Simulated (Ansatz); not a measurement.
**C12H12O2Zr: relaxing the structure**

What shape does C12H12O2Zr take? The plan is to relax it, and look at its orbitals and charge.

Method: RKS PBE0-D4/def2-TZVP; program: Ansatz 0.2.0, Gaussian basis.

Levels to be run: relaxation at PBE0-D4/def2-TZVP; a single point in def2-TZVPP for the fields.

## 1. Where the work starts

27 atoms, charge 0, spin multiplicity 1.

Atoms are counted from 1 here; the program's logs count them from 0.

Bond lengths: O1–Zr2 1.893 Å, O1–H16 0.964 Å, Zr2–O3 1.893 Å, Zr2–C4 2.193 Å, Zr2–C10 2.192 Å, O3–H17 0.965 Å, C4–C5 1.406 Å, C4–C9 1.407 Å, C5–C6 1.389 Å, C5–H18 1.095 Å, C6–C7 1.384 Å, C6–H19 1.082 Å, C7–C8 1.385 Å, C7–H20 1.081 Å, C8–C9 1.388 Å, C8–H21 1.082 Å, C9–H22 1.096 Å, C10–C11 1.407 Å and more. Angles: Zr2–O1–H16 126.8°, O1–Zr2–O3 117.1°, O1–Zr2–C4 104.5°, O1–Zr2–C10 111.5°, O3–Zr2–C4 111.8°, O3–Zr2–C10 104.2°, C4–Zr2–C10 107.5°, Zr2–O3–H17 125.9°, Zr2–C4–C5 122.3°, Zr2–C4–C9 121.3°, C5–C4–C9 116.3°, C4–C5–C6 122.0°, C4–C5–H18 119.3°, C6–C5–H18 118.8°, C5–C6–C7 120.0°, C5–C6–H19 120.2°, C7–C6–H19 119.7°, C6–C7–C8 119.7° and more.

Coordinates:

```mol
C12H12O2Zr
  3D, bonds by distance, orders not assigned

 27 28  0  0  0  0  0  0  0  0999 V2000
   -0.8637   -2.1093    2.0638 O   0  0
   -0.6287   -1.4741    0.2956 Zr  0  0
   -1.1323   -2.6347   -1.1119 O   0  0
   -1.7456    0.4125    0.2356 C   0  0
   -3.0741    0.4835   -0.2178 C   0  0
   -3.7915    1.6730   -0.2097 C   0  0
   -3.2023    2.8342    0.2604 C   0  0
   -1.8979    2.8015    0.7261 C   0  0
   -1.1846    1.6107    0.7150 C   0  0
    1.4730   -1.0076   -0.1186 C   0  0
    1.8721    0.0906   -0.9016 C   0  0
    3.2065    0.3335   -1.1979 C   0  0
    4.1897   -0.5196   -0.7245 C   0  0
    3.8346   -1.6173    0.0411 C   0  0
    2.4983   -1.8558    0.3352 C   0  0
   -1.6789   -2.4485    2.4517 H   0  0
   -0.8149   -3.5363   -1.2428 H   0  0
   -3.5595   -0.4217   -0.5962 H   0  0
   -4.8115    1.6963   -0.5695 H   0  0
   -3.7580    3.7610    0.2669 H   0  0
   -1.4391    3.7074    1.0989 H   0  0
   -0.1564    1.6052    1.0946 H   0  0
    1.1104    0.7740   -1.2925 H   0  0
    3.4832    1.1883   -1.8001 H   0  0
    5.2287   -0.3311   -0.9540 H   0  0
    4.6014   -2.2869    0.4069 H   0  0
    2.2408   -2.7288    0.9454 H   0  0
  1  2  8  0
  2  3  8  0
  2  4  8  0
  4  5  8  0
  5  6  8  0
  6  7  8  0
  7  8  8  0
  8  9  8  0
  2 10  8  0
 10 11  8  0
 11 12  8  0
 12 13  8  0
 13 14  8  0
 14 15  8  0
  1 16  8  0
  3 17  8  0
  5 18  8  0
  6 19  8  0
  7 20  8  0
  8 21  8  0
  9 22  8  0
 11 23  8  0
 12 24  8  0
 13 25  8  0
 14 26  8  0
 15 27  8  0
  4  9  8  0
 10 15  8  0
M  END
```

The start is a GFN2-xTB geometry. Zr takes the def2 core potential; no spin-orbit term is included.

## 2. Relaxation at PBE0-D4/def2-TZVP

in.yaml

```yaml
crystal:
  periodic: [false, false, false]
  atoms:
    - {symbol: O, position_ang: [-0.863720, -2.109290, 2.063760]}
    - {symbol: Zr, position_ang: [-0.628670, -1.474070, 0.295600]}
    - {symbol: O, position_ang: [-1.132310, -2.634680, -1.111900]}
    - {symbol: C, position_ang: [-1.745590, 0.412470, 0.235620]}
    - {symbol: C, position_ang: [-3.074080, 0.483530, -0.217770]}
    - {symbol: C, position_ang: [-3.791490, 1.672970, -0.209690]}
    - {symbol: C, position_ang: [-3.202300, 2.834160, 0.260440]}
    - {symbol: C, position_ang: [-1.897940, 2.801530, 0.726120]}
    - {symbol: C, position_ang: [-1.184620, 1.610670, 0.714990]}
    - {symbol: C, position_ang: [1.473030, -1.007580, -0.118600]}
    - {symbol: C, position_ang: [1.872070, 0.090640, -0.901640]}
    - {symbol: C, position_ang: [3.206520, 0.333500, -1.197870]}
    - {symbol: C, position_ang: [4.189690, -0.519640, -0.724450]}
    - {symbol: C, position_ang: [3.834640, -1.617260, 0.041060]}
    - {symbol: C, position_ang: [2.498320, -1.855850, 0.335160]}
    - {symbol: H, position_ang: [-1.678910, -2.448540, 2.451710]}
    - {symbol: H, position_ang: [-0.814870, -3.536280, -1.242820]}
    - {symbol: H, position_ang: [-3.559510, -0.421740, -0.596250]}
    - {symbol: H, position_ang: [-4.811480, 1.696270, -0.569480]}
    - {symbol: H, position_ang: [-3.758010, 3.761020, 0.266860]}
    - {symbol: H, position_ang: [-1.439080, 3.707410, 1.098860]}
    - {symbol: H, position_ang: [-0.156360, 1.605220, 1.094560]}
    - {symbol: H, position_ang: [1.110450, 0.774040, -1.292480]}
    - {symbol: H, position_ang: [3.483240, 1.188320, -1.800060]}
    - {symbol: H, position_ang: [5.228750, -0.331150, -0.953970]}
    - {symbol: H, position_ang: [4.601400, -2.286900, 0.406860]}
    - {symbol: H, position_ang: [2.240830, -2.728770, 0.945390]}
basis:
  gaussian: {orbitals: def2-TZVP}
hamiltonian: {xc: pbe0, dispersion: d4}
relax: {f_tol: 0.005, max_steps: 150}
```

The run is started by

```bash
$ ansatz run in.yaml --threads 10 --pin off --events-out ev --progress --plain --max-ram 110592MiB --backend cuda --devices 0, --max-vram 75GiB
```

Further steps of the session: Orbitals, density and potential.

Q: Predict the results of all the runs planned. Wanted: point group; shift from the start; total energy; dispersion term; dipole moment; HOMO, LUMO.

**Answer**, as computed:

| quantity | value |
| --- | --- |
| point group | C2 |
| steps | 41 |
| shift from the start (rms) | 0.905 Å |
| total energy | -18004.6244 eV |
| dispersion term | -807 meV |
| dipole moment | 2.04 D |
| HOMO, LUMO | -6.89, -1.36 eV |

The atoms moved 0.90 Å (rms) from the start; the bond that changed most is Zr2–C10, from 2.192 to 2.223 Å. No vibrations were run, so it is not proven to be a minimum. The largest Mulliken charge, +1.57 e, sits on Zr2. The HOMO lies mostly on C4, C10 about 17 % each; C7, C13 about 11 % each and the LUMO on Zr2 37 %; C4, C10 about 8 % each.
